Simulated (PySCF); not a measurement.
**B(NH2)3: geometry, NMR shifts, electronic excitations, spin-spin couplings and core binding energies**

Aim: predict the NMR shifts, electronic excitations, spin-spin couplings and core binding energies of B(NH2)3 (`NB(N)N`).

The runs use PySCF 2.14.0, with density-fitted response routines of our own; the level of theory stands in each step. All values are computed, except where a source is named. Atoms count from 0, in the outputs and in this text.

## (1) The molecule as given

10 atoms, charge 0, multiplicity 1; geometry from: GFN2-xTB.

Bonds of the start (Å): B0–N1 1.42, B0–N4 1.42, B0–N7 1.42, N1–H2 1.00, N1–H3 1.00, N4–H5 1.00, N4–H6 1.00, N7–H8 1.00, N7–H9 1.00.

## (2) Geometry optimisation at PBE0-D3(BJ)/def2-SVP

What the job is given:

```
{"job": {"xc": "PBE0", "basis": "def2-SVP", "d3": "d3bj", "grid": 1, "maxiter": 40, "kind": "geom"}, "charge": 0, "multiplicity": 1}
B     -0.000610     0.000280     0.001670
N      1.414850    -0.007020    -0.042770
H      1.958840    -0.848630    -0.030900
H      1.968540     0.827940    -0.054410
N     -0.704160     1.229950    -0.013720
H     -1.699780     1.288700     0.085260
H     -0.246230     2.120950     0.020000
N     -0.713440    -1.223910     0.063900
H     -0.265610    -2.115630    -0.028310
H     -1.712390    -1.272630    -0.000720
```

Standard output:

```text
step   0  E = -192.47474729  max force = 0.005775
step   1  E = -192.47532620  max force = 0.000483
step   2  E = -192.47533403  max force = 0.000519
step   3  E = -192.47533924  max force = 0.000510
step   4  E = -192.47534935  max force = 0.000547
step   5  E = -192.47540042  max force = 0.001238
step   6  E = -192.47507562  max force = 0.002757
step   7  E = -192.47540862  max force = 0.001336
step   8  E = -192.47543858  max force = 0.000510
step   9  E = -192.47544428  max force = 0.000259
optimisation converged
```

Wall time 21 s (1 thread, shared host).

Step by step: (the energy doesn't fall at every step)

| step | energy from step 0 (eV) | largest force component (eV/Å) |
| --- | --- | --- |
| 0 | 0.0000 | 0.2970 |
| 1 | -0.0158 | 0.0248 |
| 2 | -0.0160 | 0.0267 |
| 3 | -0.0161 | 0.0262 |
| 4 | -0.0164 | 0.0281 |
| 5 | -0.0178 | 0.0637 |
| 6 | -0.0089 | 0.1418 |
| 7 | -0.0180 | 0.0687 |
| 8 | -0.0188 | 0.0262 |
| 9 | -0.0190 | 0.0133 |

Distances of close pairs at the start and the end, largest changes first:

| bond | before (Å) | after (Å) | change (Å) |
| --- | --- | --- | --- |
| B0–N7 | 1.418 | 1.433 | +0.015 |
| B0–N4 | 1.417 | 1.431 | +0.015 |
| B0–N1 | 1.416 | 1.428 | +0.012 |
| N7–H8 | 1.002 | 1.010 | +0.008 |
| N7–H9 | 1.002 | 1.010 | +0.008 |
| N4–H5 | 1.002 | 1.009 | +0.007 |
| N4–H6 | 1.002 | 1.009 | +0.007 |
| N1–H3 | 1.002 | 1.008 | +0.006 |

The final coordinates are the input of the step that follows.

| at the end point | value |
| --- | --- |
| rotational constants (GHz, main isotopes) | 8.881, 8.861, 4.445 |
| dipole moment (D) | 0.14 |

## (3) Shielding tensors: PBE0/pcSseg-1

What the job is given:

```
{"job": {"kind": "nmr", "xc": "PBE0", "basis": "pcSseg-1"}, "charge": 0, "multiplicity": 1}
B     -0.001770    -0.000583    -0.001008
N      1.424038    -0.029958    -0.076591
H      1.963428    -0.877552     0.008440
H      1.990530     0.803271    -0.113047
N     -0.700302     1.245537    -0.090334
H     -1.684071     1.318171     0.123027
H     -0.222821     2.131963    -0.021968
N     -0.736838    -1.220323     0.162099
H     -0.299701    -2.118394     0.013138
H     -1.732484    -1.252133    -0.003756
```

Level: GIAO PBE0/pcSseg-1 NMR shielding, non-relativistic, gas phase.

Standard output:

```text
coarse grid: 7992 points
cycle   1  E = -192.4978110773  dE =  3.708e-01  |g| = 6.120e-01  |ddm| = 2.560e+00
cycle   2  E = -192.4655184636  dE =  3.229e-02  |g| = 7.426e-01  |ddm| = 8.983e-01
cycle   3  E = -192.5818184437  dE = -1.163e-01  |g| = 2.638e-02  |ddm| = 4.903e-01
cycle   4  E = -192.5819299947  dE = -1.116e-04  |g| = 1.402e-02  |ddm| = 2.729e-02
cycle   5  E = -192.5819759284  dE = -4.593e-05  |g| = 1.182e-03  |ddm| = 1.052e-02
cycle   6  E = -192.5819762314  dE = -3.030e-07  |g| = 3.595e-04  |ddm| = 1.142e-03
final grid: 76416 points
cycle   7  E = -192.5931774249  dE = -1.587e-05  |g| = 9.314e-03  |ddm| = 1.446e-02
cycle   8  E = -192.5931684969  dE =  8.928e-06  |g| = 1.158e-02  |ddm| = 1.195e-02
cycle   9  E = -192.5931950876  dE = -2.659e-05  |g| = 1.763e-04  |ddm| = 6.493e-03
cycle  10  E = -192.5931950939  dE = -6.383e-09  |g| = 1.078e-04  |ddm| = 2.315e-04
cycle  11  E = -192.5931950967  dE = -2.726e-09  |g| = 1.618e-05  |ddm| = 8.329e-05
cycle  12  E = -192.5931950967  dE = -3.428e-11  |g| = 9.801e-06  |ddm| = 1.433e-05
converged SCF energy = -192.5931950967

GIAO shielding tensors (ppm)
atom      isotropic    diamagn.    paramagn.     s11        s22        s33       span
  0 B       78.948     193.356    -114.409     64.543     64.597    107.703     43.160
  1 N      224.608     316.906     -92.298    200.718    205.694    267.412     66.694
  2 H       30.286      31.588      -1.301     23.860     27.505     39.493     15.633
  3 H       30.305      31.598      -1.293     23.863     27.509     39.543     15.680
  4 N      225.530     316.665     -91.135    203.242    206.235    267.114     63.872
  5 H       30.382      31.549      -1.167     23.937     27.681     39.529     15.591
  6 H       30.409      31.572      -1.163     23.962     27.631     39.634     15.672
  7 N      225.997     316.507     -90.510    204.536    206.687    266.769     62.232
  8 H       30.461      31.548      -1.087     24.012     27.723     39.647     15.635
  9 H       30.448      31.532      -1.083     23.992     27.762     39.591     15.599
```

Run time: 5.4 s. Hardware: 1 thread, shared host.

Shifts follow as δ = σ(reference) − σ, with reference shieldings (ppm) from runs at the same level and on the same kind of geometry: 1H TMS 31.27, 15N NH3 265.7, 11B BF3·OEt2 100.7. The references are single molecules in the gas phase, so shifts against H2O, NH3, PH3, H3PO4 or CFCl3 are not on the usual liquid scales and can be off by tens of ppm. Atoms listed in one row are averaged.

| atoms | environment | σ (ppm) | δ (ppm) |
| --- | --- | --- | --- |
| H2, H3, H5, H6, H8, H9 | hydrogen on a nitrogen bonded to B | 30.38 | 0.88 |
| B0 | boron bonded to 3 N | 78.9 | 21.8 |
| N1, N4, N7 | nitrogen bonded to B, 2 H | 225.4 | 40.3 |

The run also stored atomic charges by several schemes (e):

| atoms | Mulliken | IAO | Hirshfeld | ESP fit |
| --- | --- | --- | --- | --- |
| B0 | 0.50 | 0.35 | 0.18 | 1.01 |
| N1, N4, N7 | -0.52 | -0.62 | -0.29 | -1.17 |

Mayer bond orders: B0–N1 1.15, B0–N4 1.14, B0–N7 1.14.

## (4) Ultraviolet spectrum: CAM-B3LYP/def2-SVPD

The job, as its differences from that of step 3:

```diff
@@ -1,2 +1,2 @@
-{"job": {"kind": "nmr", "xc": "PBE0", "basis": "pcSseg-1"}, "charge": 0, "multiplicity": 1}
+{"job": {"kind": "uv", "xc": "CAM-B3LYP", "basis": "def2-SVPD", "ip": false, "nstates": 10}, "charge": 0, "multiplicity": 1}
 B     -0.001770    -0.000583    -0.001008
```

Method: TDDFT CAM-B3LYP/def2-SVPD, vertical, gas phase, core orbitals frozen in the response.

Standard output:

```text
coarse grid: 7992 points
cycle   1  E = -192.5441039672  dE =  3.838e-01  |g| = 5.610e-01  |ddm| = 4.131e+00
cycle   2  E = -192.5446984312  dE = -5.945e-04  |g| = 5.897e-01  |ddm| = 1.203e+00
cycle   3  E = -192.6189115956  dE = -7.421e-02  |g| = 2.185e-02  |ddm| = 5.178e-01
cycle   4  E = -192.6190522631  dE = -1.407e-04  |g| = 8.985e-03  |ddm| = 6.857e-02
cycle   5  E = -192.6190711806  dE = -1.892e-05  |g| = 1.981e-03  |ddm| = 1.633e-02
cycle   6  E = -192.6190723721  dE = -1.192e-06  |g| = 3.430e-04  |ddm| = 4.749e-03
final grid: 76416 points
cycle   7  E = -192.6380118455  dE = -1.808e-05  |g| = 5.056e-03  |ddm| = 5.364e-02
cycle   8  E = -192.6380113894  dE =  4.560e-07  |g| = 5.473e-03  |ddm| = 1.106e-02
cycle   9  E = -192.6380174359  dE = -6.046e-06  |g| = 1.418e-04  |ddm| = 4.713e-03
cycle  10  E = -192.6380174447  dE = -8.811e-09  |g| = 8.069e-05  |ddm| = 6.163e-04
cycle  11  E = -192.6380174466  dE = -1.864e-09  |g| = 1.232e-05  |ddm| = 1.389e-04
cycle  12  E = -192.6380174467  dE = -4.121e-11  |g| = 7.947e-06  |ddm| = 4.578e-05
converged SCF energy = -192.6380174467

Static polarisability (au): isotropic 41.301, principal 33.608 45.082 45.212

Singlet excitations
state   eV       nm        f      main configurations
  1   5.8682    211.3   0.00009   H->L 0.90
  2   5.9030    210.0   0.00018   H-1->L 0.90
  3   7.1146    174.3   0.10543   H->L+1 0.46, H-1->L+2 0.35, H-2->L 0.10
  4   7.2948    170.0   0.00050   H->L+2 0.44, H-1->L+1 0.29, H->L+3 0.13
  5   7.5231    164.8   0.00097   H-1->L+2 0.34, H->L+1 0.26, H-1->L+1 0.15
  6   7.5385    164.5   0.00087   H-1->L+1 0.34, H->L+2 0.25, H-1->L+2 0.14
  7   8.1648    151.9   0.00110   H->L+3 0.25, H-1->L+4 0.20, H-1->L+3 0.18
  8   8.1718    151.7   0.00119   H->L+4 0.23, H-1->L+3 0.22, H->L+3 0.20
  9   8.4711    146.4   0.00810   H-1->L+4 0.39, H->L+3 0.29, H-1->L+1 0.14
 10   8.6004    144.2   0.01250   H-1->L+3 0.38, H->L+4 0.38, H-2->L 0.19

Triplet excitations (Tamm-Dancoff, eV): 5.6398 5.6761 6.7232 7.1611
```

Wall time 8.8 s (1 thread, shared host).

Frontier orbitals and where they lie:

| orbital | eV | atoms |
| --- | --- | --- |
| HOMO−3 | -12.86 | N7 30 %, N4 22 %, B0 20 % |
| HOMO−2 | -10.74 | B0 21 %, N4 21 %, N1 21 % |
| HOMO−1 | -8.19 | N7 47 %, N4 27 %, B0 9 % |
| HOMO | -8.16 | N1 48 %, N4 24 %, B0 9 % |
| LUMO | 0.81 | B0 56 %, H3 6 %, H6 6 % |
| LUMO+1 | 2.31 | H2 18 %, H5 16 %, N1 15 % |
| LUMO+2 | 2.34 | H6 19 %, H8 18 %, N7 12 % |

With each of the 10 states as a Gaussian band of 0.4 eV half-width at 1/e, the curve within the window shown has maxima at 174 nm (ε 4,300), 145 nm (ε 850) L/(mol cm). Beyond the last state computed it falls off for lack of states. The curve at chosen wavelengths:

nm, ε (L/mol/cm) and a bar:
```
      139        395 ###
      143        787 #####
      147        796 ######
      151        484 ###
      154        289 ##
      158        300 ##
      162        866 ######
      166       2160 ###############
      170       3667 ##########################
      174       4310 ##############################
      177       3915 ###########################
      181       2661 ###################
      185       1393 ##########
      189        582 ####
      193        201 #
      197         61 
      200         27 
      204         14 
      208         12 
      212         11 
      216          9 
      220          7 
      223          5 
      227          3 
      231          2 
      235          1
```

Further results of this job:

| property | computed |
| --- | --- |
| dipole moment (D) | 0.13 |
| polarisability (Å³) | 6.12 |
| HOMO–LUMO gap (eV) | 8.97 |
| −ε(HOMO) (eV) | 8.16 |

## (5) Spin-spin couplings: B3LYP/pcJ-1

The job, as its differences from that of step 4:

```diff
@@ -1,2 +1,2 @@
-{"job": {"kind": "uv", "xc": "CAM-B3LYP", "basis": "def2-SVPD", "ip": false, "nstates": 10}, "charge": 0, "multiplicity": 1}
+{"job": {"kind": "j", "xc": "B3LYP", "basis": "pcJ-1"}, "charge": 0, "multiplicity": 1}
 B     -0.001770    -0.000583    -0.001008
```

Method: B3LYP/pcJ-1 indirect spin-spin coupling, non-relativistic, gas phase.

Standard output:

```text
coarse grid: 7992 points
cycle   1  E = -192.7410106838  dE =  3.491e-01  |g| = 6.958e-01  |ddm| = 2.305e+00
cycle   2  E = -192.6642823531  dE =  7.673e-02  |g| = 9.347e-01  |ddm| = 1.040e+00
cycle   3  E = -192.8461605114  dE = -1.819e-01  |g| = 2.819e-02  |ddm| = 6.016e-01
cycle   4  E = -192.8462616105  dE = -1.011e-04  |g| = 1.741e-02  |ddm| = 2.967e-02
cycle   5  E = -192.8463311863  dE = -6.958e-05  |g| = 1.471e-03  |ddm| = 1.263e-02
cycle   6  E = -192.8463316188  dE = -4.325e-07  |g| = 5.349e-04  |ddm| = 1.425e-03
final grid: 76416 points
cycle   7  E = -192.8657439801  dE = -4.859e-05  |g| = 8.241e-03  |ddm| = 1.455e-02
cycle   8  E = -192.8657331743  dE =  1.081e-05  |g| = 1.122e-02  |ddm| = 9.997e-03
cycle   9  E = -192.8657571234  dE = -2.395e-05  |g| = 1.466e-04  |ddm| = 5.793e-03
cycle  10  E = -192.8657571241  dE = -7.911e-10  |g| = 1.133e-04  |ddm| = 1.486e-04
cycle  11  E = -192.8657571267  dE = -2.531e-09  |g| = 3.212e-05  |ddm| = 8.114e-05
cycle  12  E = -192.8657571269  dE = -1.812e-10  |g| = 1.020e-05  |ddm| = 2.145e-05
converged SCF energy = -192.8657571269

Indirect spin-spin couplings (Hz)
  i      j    bonds     total        FC       PSO       DSO        SD
  0 B    1 N    1    -37.607   -39.305     1.943    -0.113    -0.133
  0 B    2 H    2      2.686     3.477     0.054    -0.742    -0.103
  0 B    3 H    2      2.546     3.340     0.052    -0.741    -0.105
  0 B    4 N    1    -35.816   -37.483     1.898    -0.112    -0.119
  0 B    5 H    2      1.762     2.514     0.033    -0.703    -0.082
  0 B    6 H    2      1.699     2.456     0.040    -0.710    -0.087
  0 B    7 N    1    -34.618   -36.266     1.873    -0.111    -0.113
  0 B    8 H    2      1.195     1.929     0.029    -0.689    -0.075
  0 B    9 H    2      1.172     1.901     0.023    -0.682    -0.071
  1 N    2 H    1    -86.619   -82.673    -3.244    -0.259    -0.443
  1 N    3 H    1    -86.418   -82.465    -3.251    -0.259    -0.443
  1 N    4 N    2      2.611     2.533    -0.040    -0.003     0.121
  1 N    5 H    3     -4.448    -4.514    -0.181     0.244     0.003
  1 N    6 H    3     -1.003    -1.151     0.060     0.026     0.062
  1 N    7 N    2      2.326     2.254    -0.042    -0.003     0.117
  1 N    8 H    3     -1.147    -1.290     0.060     0.023     0.059
  1 N    9 H    3     -4.146    -4.213    -0.178     0.242     0.003
  2 H    3 H    2     -2.161    -3.224     6.492    -5.429         -
  2 H    4 N    3     -4.339    -4.405    -0.185     0.247     0.004
  2 H    5 H    4      3.503     3.694     2.256    -2.447         -
  2 H    7 N    3     -0.956    -1.104     0.058     0.028     0.062
  3 H    4 N    3     -0.886    -1.037     0.059     0.028     0.064
  3 H    7 N    3     -3.994    -4.062    -0.184     0.247     0.005
  3 H    9 H    4      3.174     3.364     2.262    -2.452         -
  4 N    5 H    1    -83.999   -80.051    -3.268    -0.256    -0.424
  4 N    6 H    1    -83.956   -79.996    -3.277    -0.256    -0.426
  4 N    7 N    2      2.082     2.015    -0.043    -0.004     0.113
  4 N    8 H    3     -3.812    -3.879    -0.180     0.242     0.005
  4 N    9 H    3     -1.236    -1.372     0.059     0.021     0.056
  5 H    6 H    2     -3.227    -4.269     6.341    -5.300         -
  5 H    7 N    3     -1.170    -1.308     0.058     0.022     0.057
  6 H    7 N    3     -3.754    -3.821    -0.182     0.244     0.005
  6 H    8 H    4      2.906     3.093     2.269    -2.457         -
  7 N    8 H    1    -82.408   -78.449    -3.290    -0.254    -0.414
  7 N    9 H    1    -82.355   -78.401    -3.287    -0.254    -0.413
  8 H    9 H    2     -3.913    -4.940     6.241    -5.213         -
```

Wall time 12 s (1 thread, shared host).

A choice of the couplings up to four bonds, sorted by the number of bonds, with means over like pairs; isotopes 11B, 1H, 15N:

| pair | bonds | J (Hz) | Fermi contact (Hz) |
| --- | --- | --- | --- |
| N1–H2 | 1 | -84.3 | -80.3 |
| B0–N1 | 1 | -36.0 | -37.7 |
| H2–H3 | 2 | -3.1 | -4.1 |
| N1–N4 | 2 | 2.3 | 2.3 |
| B0–H2 | 2 | 1.8 | 2.6 |
| N1–H5 | 3 | -2.6 | -2.7 |

The spin-dipole term was solved for some atoms only; pairs without it lack that part.

Quadrupole couplings from the field gradients of the same density:

| atom | isotope | eQq/h (MHz) | η |
| --- | --- | --- | --- |
| N1 | 14N | -4.843 | 0.39 |
| N4 | 14N | -4.791 | 0.39 |
| N7 | 14N | -4.755 | 0.39 |
| B0 | 11B | 2.505 | 0.01 |

## (6) Nuclear shieldings: B3LYP/pcSseg-1

The job, as its differences from that of step 5:

```diff
@@ -1,2 +1,2 @@
-{"job": {"kind": "j", "xc": "B3LYP", "basis": "pcJ-1"}, "charge": 0, "multiplicity": 1}
+{"job": {"kind": "nmr", "xc": "B3LYP", "basis": "pcSseg-1", "pop": false}, "charge": 0, "multiplicity": 1}
 B     -0.001770    -0.000583    -0.001008
```

With the program's defaults for keys left out, this is: GIAO B3LYP/pcSseg-1 NMR shielding, non-relativistic, gas phase.

Standard output:

```text
coarse grid: 7992 points
cycle   1  E = -192.7095415959  dE =  3.757e-01  |g| = 6.902e-01  |ddm| = 2.571e+00
cycle   2  E = -192.6344182947  dE =  7.512e-02  |g| = 9.184e-01  |ddm| = 1.067e+00
cycle   3  E = -192.8134456025  dE = -1.790e-01  |g| = 2.788e-02  |ddm| = 6.220e-01
cycle   4  E = -192.8135689079  dE = -1.233e-04  |g| = 1.503e-02  |ddm| = 2.877e-02
cycle   5  E = -192.8136225333  dE = -5.363e-05  |g| = 1.371e-03  |ddm| = 1.167e-02
cycle   6  E = -192.8136229372  dE = -4.038e-07  |g| = 4.579e-04  |ddm| = 1.305e-03
final grid: 76416 points
cycle   7  E = -192.8318725935  dE = -1.740e-05  |g| = 8.212e-03  |ddm| = 1.398e-02
cycle   8  E = -192.8318616769  dE =  1.092e-05  |g| = 1.111e-02  |ddm| = 1.043e-02
cycle   9  E = -192.8318858573  dE = -2.418e-05  |g| = 8.990e-05  |ddm| = 6.101e-03
cycle  10  E = -192.8318858574  dE = -1.012e-10  |g| = 9.566e-05  |ddm| = 1.201e-04
cycle  11  E = -192.8318858592  dE = -1.835e-09  |g| = 1.990e-05  |ddm| = 6.332e-05
cycle  12  E = -192.8318858593  dE = -7.850e-11  |g| = 3.817e-06  |ddm| = 1.358e-05
converged SCF energy = -192.8318858593

GIAO shielding tensors (ppm)
atom      isotropic    diamagn.    paramagn.     s11        s22        s33       span
  0 B       75.411     193.303    -117.892     60.718     60.770    104.745     44.027
  1 N      222.143     316.115     -93.972    198.521    201.078    266.829     68.308
  2 H       30.481      31.682      -1.201     24.158     27.844     39.441     15.283
  3 H       30.500      31.692      -1.193     24.160     27.848     39.490     15.330
  4 N      222.948     315.892     -92.943    200.292    202.176    266.378     66.086
  5 H       30.574      31.646      -1.072     24.234     28.021     39.466     15.232
  6 H       30.600      31.669      -1.069     24.261     27.970     39.570     15.310
  7 N      223.348     315.745     -92.397    200.816    203.295    265.935     65.119
  8 H       30.650      31.646      -0.996     24.310     28.063     39.578     15.268
  9 H       30.637      31.630      -0.993     24.288     28.102     39.522     15.233
```

Run time: 4.3 s. Hardware: 1 thread, shared host.

This run: δ B0 22.4, N1 40.7, H2 0.81 ppm (means over like atoms).

## (7) Core holes by ΔSCF: SCAN, X2C

The job, as its differences from that of step 6:

```diff
@@ -1,2 +1,2 @@
-{"job": {"kind": "nmr", "xc": "B3LYP", "basis": "pcSseg-1", "pop": false}, "charge": 0, "multiplicity": 1}
+{"job": {"kind": "xps", "metal_2p": true}, "charge": 0, "multiplicity": 1}
 B     -0.001770    -0.000583    -0.001008
```

Level: delta-SCF UKS SCAN, pcX-2 on the ionised atom (unc-x2c-TZVPall on a metal), pcseg-1 elsewhere, spin-free X2C.

Standard output:

```text
ground state, core basis on atom 0 (B), 117 functions
  cycle   1  E = -192.70041226  |g| = 7.21e-01
  cycle   2  E = -192.58628751  |g| = 9.97e-01
  cycle   3  E = -192.81751484  |g| = 2.23e-02
  cycle   4  E = -192.81761431  |g| = 1.11e-02
  cycle   5  E = -192.81763607  |g| = 4.43e-03
  cycle   6  E = -192.81763999  |g| = 1.51e-03
  cycle   7  E = -192.81763992  |g| = 5.77e-04
  cycle   8  E = -192.81764080  |g| = 3.36e-05
  E(ground) = -192.83058141 Eh
hole in B 1s of atom 0
  cycle   1  E = -185.23305098  |g| = 1.18e+00
  cycle   2  E = -184.73645568  |g| = 1.46e+00
  cycle   3  E = -185.56444126  |g| = 3.49e-01
  cycle   4  E = -185.61338799  |g| = 1.38e-01
  cycle   5  E = -185.62129238  |g| = 2.55e-02
  cycle   6  E = -185.62156756  |g| = 6.53e-03
  cycle   7  E = -185.62161150  |g| = 2.64e-03
  cycle   8  E = -185.62161719  |g| = 2.78e-03
  cycle   9  E = -185.62162223  |g| = 1.33e-03
  cycle  10  E = -185.62162412  |g| = 1.59e-04
  E(ion) = -185.63602938 Eh   <S^2> = 0.7746   hole on atom = 1.000   binding energy = 195.774 eV
ground state, core basis on atom 1 (N), 117 functions
  cycle   1  E = -192.83444272  |g| = 7.35e-02
  cycle   2  E = -192.83437226  |g| = 2.54e-02
  cycle   3  E = -192.83427733  |g| = 3.32e-02
  cycle   4  E = -192.83450161  |g| = 1.52e-03
  cycle   5  E = -192.83450167  |g| = 2.21e-04
  E(ground) = -192.84450344 Eh
hole in N 1s of atom 1
  cycle   1  E = -177.28936406  |g| = 1.86e+00
  cycle   2  E = -176.87838054  |g| = 1.92e+00
  cycle   3  E = -177.93546865  |g| = 3.44e-01
  cycle   4  E = -177.96040696  |g| = 1.75e-01
  cycle   5  E = -177.97395154  |g| = 2.95e-02
  cycle   6  E = -177.97434599  |g| = 3.93e-03
  cycle   7  E = -177.97435291  |g| = 1.65e-03
  cycle   8  E = -177.97435507  |g| = 7.16e-04
  cycle   9  E = -177.97435501  |g| = 2.09e-04
  E(ion) = -177.98374265 Eh   <S^2> = 0.7632   hole on atom = 1.000   binding energy = 404.382 eV
```

It took 6.8 s on 1 thread, shared host.

Binding energies by hole, beside the orbital energy of the ground state; the difference holds orbital relaxation and, for a density functional, its self-interaction error:

| hole | stands for | environment | ΔSCF (eV) | −ε (eV) | ⟨S²⟩ |
| --- | --- | --- | --- | --- | --- |
| B1s on B0 | B0 | boron bonded to 3 N | 195.77 | 179.5 | 0.775 |
| N1s on N1 | N1, N4, N7 | nitrogen bonded to B, 2 H | 404.38 | 384.9 | 0.763 |

Each hole run stands for the others of its class of like atoms.

## (8) Run by run: NMR shifts

Shifts (ppm), means over like atoms, with basis size and wall time:

| run | H2 | B0 | N1 | functions | time |
| --- | --- | --- | --- | --- | --- |
| PBE0/pcSseg-1 | 0.88 | 21.8 | 40.3 | 98 | 5.4 s |
| B3LYP/pcSseg-1 | 0.81 | 22.4 | 40.7 | 98 | 4.3 s |

## (9) Results

| quantity | value |
| --- | --- |
| rotational constants (main isotopes) | 8.88, 8.86, 4.45 GHz |
| 1H shifts against TMS (PBE0/pcSseg-1, means over atoms taken as alike) | 0.88 ppm |
| 11B shifts against BF3·OEt2 (PBE0/pcSseg-1) | 21.8 ppm |
| 15N shifts against NH3 (PBE0/pcSseg-1, means over atoms taken as alike) | 40.3 ppm |
| lowest singlet (CAM-B3LYP/def2-SVPD) | 5.87 eV (211 nm), f = 0.000 |
| brightest single state of those computed | state 3, 7.11 eV, f = 0.105 |
| lowest triplet | 5.64 eV |
| largest coupling of the table (B3LYP/pcJ-1) | 1J(N,H) N1–H2, -84.3 Hz |
| B1s binding energies, SCAN/pcX-2 | B0 195.77 eV |
| N1s binding energies, SCAN/pcX-2 | N1 404.38 eV |
| range of the shift of B0 | 21.8 to 22.4 ppm |

The optimisation took 9 steps and gained 0.019 eV; among the close pairs (by a distance rule), B0–N7 changed most, from 1.418 to 1.433 Å. At PBE0/pcSseg-1: Shielding is most anisotropic at N1, N4, N7 (span 64 ppm, paramagnetic term -91 ppm). The first singlet state (HOMO→LUMO 0.90) lies at 5.87 eV and is dark; of the 10 states computed, the strongest absorption comes from state 3 at 7.11 eV. The lowest triplet lies 0.23 eV below the lowest singlet (triplets in Tamm-Dancoff, singlets in full TDDFT). Of the pairs tabulated at B3LYP/pcJ-1, N1–H2 (mean over like pairs) couples most strongly (-84.3 Hz; Fermi contact -80.3 Hz). In ppm, B0 moves most: its shift spreads over 0.6 ppm, from 21.8 (PBE0/pcSseg-1) to 22.4 (B3LYP/pcSseg-1).
